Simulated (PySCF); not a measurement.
Crystal: AsH3, in a box.

```
As H
1.0
    12.00000    0.00000    0.00000
     0.00000   11.00000    0.00000
     0.00000    0.00000   11.00000
As H
1 3
Direct
  0.48869 0.54965 0.45869
  0.53583 0.56263 0.58645
  0.41767 0.44119 0.49570
  0.58450 0.46783 0.41973
```

Base run:

* Program: PySCF 2.14.0
* Functional: HSE03
* Potentials or basis: pob-tzvp-rev2 (all-electron)
* k mesh: 1 × 1 × 1
* Occupations: fixed
* Spin: no spin polarisation

Its results: gap between the frontier levels 8.07 eV.

The run is repeated on the same cell with these changes: functional from HSE03 to HLE16. What comes out?

Gap between the frontier levels 7.13 eV.

Caveats: this is a molecule in a periodic box at the Γ point, so its band gap is the HOMO-LUMO gap; relativity is left out, which matters for the heavier elements; the basis of atomic orbitals isn't converged, which shifts pressures, moduli and gaps; this basis is made for solids and lacks diffuse functions, so gaps of a molecule come out too wide by an eV or more; this program's HSE differs a little from the usual definition (some runs).

A k mesh can miss the band edges.

Not every run made on this cell is shown here.
